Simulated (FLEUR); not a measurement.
# AgRh (P-6m2) in FLEUR: further runs, part 2 of 2

FLEUR MaX-R8.1 (later development tree).

## Step 4: Density of states, SCAN

Changes to inp.xml since step 3:

```diff
@@ -10,3 +10,3 @@
       <xcFunctional name="LibXC" relativisticCorrections="F">
-         <LibXCName exchange="mgga_x_r2scan" correlation="mgga_c_r2scan"/>
+         <LibXCName exchange="mgga_x_scan" correlation="mgga_c_scan"/>
          <AuxGGA exchange="117" correlation="130"/>
```

Input file crystal.txt:

```
AgRh
&input cartesian=F /
2.7775881998  0.0000000000  0.0000000000
-1.3887940999  2.4054619423  0.0000000000
0.0000000000  0.0000000000  4.8086020000
1.8897261246
1.0 1.0 1.0

2
47 0.0000000000  0.0000000000  0.5000000000
45 0.6666666667  0.3333333333  0.0000000000

&kpt div1=11 div2=11 div3=6 gamma=T /
```

Changes to inp.xml (dos) since step 3:

```diff
@@ -10,3 +10,3 @@
       <xcFunctional name="LibXC" relativisticCorrections="F">
-         <LibXCName exchange="mgga_x_r2scan" correlation="mgga_c_r2scan"/>
+         <LibXCName exchange="mgga_x_scan" correlation="mgga_c_scan"/>
          <AuxGGA exchange="117" correlation="130"/>
```

Command:

```console
$ inpgen -f crystal.txt -profile fastHighL
$ # inp.xml edited to the form shown
$ fleur_MPI
$ fleur_MPI   # second run, on inp.xml (dos)
```

Run time: 98 s. Hardware: 1 thread of Arm Neoverse V2, shared host; peak memory 0.1 GiB.

The run converged. Its results:

```
Free energy                                           : -274932.6231 eV
Band gap on the k mesh                                : none (metal or under the smearing width)
Valence electrons inside the program's atomic spheres : Ag 17.59; Rh 15.42 (radii Ag 2.41, Rh 2.41 bohr)
```

Levels at points of the mesh, in eV from the Fermi level:
| k point | band 15 | band 16 | band 17 | band 18 | band 19 | band 20 | band 21 | band 22 |
| --- | --- | --- | --- | --- | --- | --- | --- | --- |
| (0.00, 0.00, 0.00) | -3.23 | -1.80 | -1.80 | 0.14 | 0.14 | 0.32 | 5.59 | 17.25 |
| (0.00, 0.00, 0.50) | -3.30 | -2.51 | -1.62 | -1.62 | 0.10 | 0.10 | 12.05 | 13.07 |

States per cell in windows of 1 eV (zero at the Fermi level; states under -8 eV left out):
```tsv
from (eV)	total	MT:1d	MT:2d	INT	MT:1s	MT:1p	MT:2s
-8.0	0.02	0.00	0.00	0.01	0.01	0.00	0.00
-7.0	0.38	0.16	0.01	0.12	0.06	0.00	0.02
-6.0	3.17	2.11	0.18	0.62	0.09	0.03	0.10
-5.0	4.09	2.76	0.46	0.64	0.09	0.05	0.05
-4.0	3.81	2.37	0.82	0.46	0.04	0.04	0.04
-3.0	2.54	0.80	1.26	0.36	0.02	0.04	0.02
-2.0	2.86	0.47	1.79	0.42	0.02	0.06	0.04
-1.0	3.06	0.31	2.32	0.30	0.02	0.03	0.03
0.0	1.26	0.08	0.98	0.13	0.02	0.02	0.01
1.0	0.81	0.05	0.43	0.17	0.04	0.05	0.01
2.0	0.41	0.04	0.12	0.13	0.02	0.04	0.02
```

Core levels (eV from the Fermi level):
```csv
atom,levels
1 Ag,"1s1/2 -25313.6, 2s1/2 -3723.0, 2p1/2 -3459.0, 2p3/2 -3283.7, 3s1/2 -679.6, 3p1/2 -574.6, 3p3/2 -543.7, 3d3/2 -358.1, 3d5/2 -351.9"
2 Rh,"1s1/2 -23023.3, 2s1/2 -3333.2, 2p1/2 -3085.3, 2p3/2 -2940.7, 3s1/2 -591.9, 3p1/2 -494.9, 3p3/2 -470.1, 3d3/2 -298.6, 3d5/2 -293.7"
```

Caveat: the meta-GGA is that of a development version, with a GGA for the radial functions and cores and without core tails.

## Step 5: Density of states, TPSS

Changes to inp.xml since step 4:

```diff
@@ -10,3 +10,3 @@
       <xcFunctional name="LibXC" relativisticCorrections="F">
-         <LibXCName exchange="mgga_x_scan" correlation="mgga_c_scan"/>
+         <LibXCName exchange="mgga_x_tpss" correlation="mgga_c_tpss"/>
          <AuxGGA exchange="117" correlation="130"/>
```

crystal.txt is that of step 4.

Changes to inp.xml (dos) since step 4:

```diff
@@ -10,3 +10,3 @@
       <xcFunctional name="LibXC" relativisticCorrections="F">
-         <LibXCName exchange="mgga_x_scan" correlation="mgga_c_scan"/>
+         <LibXCName exchange="mgga_x_tpss" correlation="mgga_c_tpss"/>
          <AuxGGA exchange="117" correlation="130"/>
```

Command:

```console
$ inpgen -f crystal.txt -profile fastHighL
$ # inp.xml edited to the form shown
$ fleur_MPI
$ fleur_MPI   # second run, on inp.xml (dos)
```

Run time: 97 s. Hardware: 1 thread of Arm Neoverse V2, shared host; peak memory 0.11 GiB.

It converged, with:

| Property | Result |
| --- | --- |
| Free energy | -274903.3572 eV |
| Band gap on the k mesh | none (metal or under the smearing width) |
| Valence electrons inside the program's atomic spheres | Ag 17.56; Rh 15.38 (radii Ag 2.41, Rh 2.41 bohr) |

Levels at points of the mesh, in eV from the Fermi level:
| k point | band 15 | band 16 | band 17 | band 18 | band 19 | band 20 | band 21 | band 22 |
| --- | --- | --- | --- | --- | --- | --- | --- | --- |
| (0.00, 0.00, 0.00) | -3.07 | -1.76 | -1.76 | 0.13 | 0.13 | 0.14 | 5.44 | 16.40 |
| (0.00, 0.00, 0.50) | -3.15 | -2.47 | -1.58 | -1.58 | 0.10 | 0.10 | 11.56 | 12.54 |

States per cell in windows of 0.5 eV (zero at the Fermi level; states under -8 eV left out):
```tsv
from (eV)	total	MT:1d	MT:2d	INT	MT:1s	MT:1p	MT:2s
-8.0	0.00	0.00	0.00	0.00	0.00	0.00	0.00
-7.5	0.01	0.00	0.00	0.00	0.00	0.00	0.00
-7.0	0.06	0.00	0.00	0.03	0.02	0.00	0.01
-6.5	0.15	0.04	0.00	0.06	0.03	0.00	0.01
-6.0	0.98	0.61	0.04	0.22	0.07	0.01	0.02
-5.5	2.13	1.43	0.14	0.42	0.04	0.02	0.07
-5.0	1.43	0.94	0.14	0.26	0.02	0.02	0.04
-4.5	2.33	1.55	0.28	0.37	0.06	0.02	0.02
-4.0	2.26	1.48	0.36	0.31	0.03	0.03	0.02
-3.5	1.74	1.10	0.38	0.19	0.01	0.01	0.02
-3.0	1.43	0.52	0.64	0.20	0.01	0.02	0.01
-2.5	1.58	0.46	0.82	0.22	0.01	0.03	0.01
-2.0	1.19	0.23	0.71	0.18	0.01	0.02	0.01
-1.5	1.47	0.23	0.93	0.22	0.01	0.03	0.02
-1.0	1.36	0.17	0.97	0.15	0.01	0.02	0.01
-0.5	1.76	0.17	1.37	0.16	0.01	0.01	0.01
0.0	0.91	0.06	0.72	0.08	0.01	0.01	0.01
0.5	0.50	0.03	0.36	0.07	0.01	0.01	0.01
1.0	0.35	0.02	0.18	0.08	0.02	0.02	0.01
1.5	0.39	0.03	0.20	0.09	0.02	0.03	0.01
2.0	0.24	0.02	0.07	0.09	0.01	0.03	0.01
2.5	0.24	0.02	0.08	0.07	0.01	0.02	0.01
```

Core levels (eV from the Fermi level):
| atom | levels |
| --- | --- |
| 1 Ag | 1s1/2 -25314.0, 2s1/2 -3723.5, 2p1/2 -3459.4, 2p3/2 -3284.1, 3s1/2 -680.1, 3p1/2 -575.1, 3p3/2 -544.2, 3d3/2 -358.6, 3d5/2 -352.4 |
| 2 Rh | 1s1/2 -23023.8, 2s1/2 -3333.6, 2p1/2 -3085.7, 2p3/2 -2941.1, 3s1/2 -592.3, 3p1/2 -495.3, 3p3/2 -470.5, 3d3/2 -299.0, 3d5/2 -294.1 |

Caveat: the meta-GGA is that of a development version, with a GGA for the radial functions and cores and without core tails.

## Step 6: Summary

```csv
level,max iterations,mixer history,density convergence,gap on the mesh (eV)
BLYP,60,15,1e-05 me/bohr^3,none
r2SCAN,80,30,0.0001 me/bohr^3,none
SCAN,80,30,0.0001 me/bohr^3,none
TPSS,80,30,0.0001 me/bohr^3,none
```

Alike in all rows: task density of states; potentials or basis all-electron, FLAPW; no spin polarisation; cell as given; k mesh 11 × 11 × 6; smearing fermi-dirac 0.05 eV; kmax 4.1 1/bohr.

Every run on the cell as given and a fine mesh finds a metal.

Caveats: the meta-GGA is that of a development version, with a GGA for the radial functions and cores and without core tails (some runs).

Compare energies only between runs with the same functional and basis.
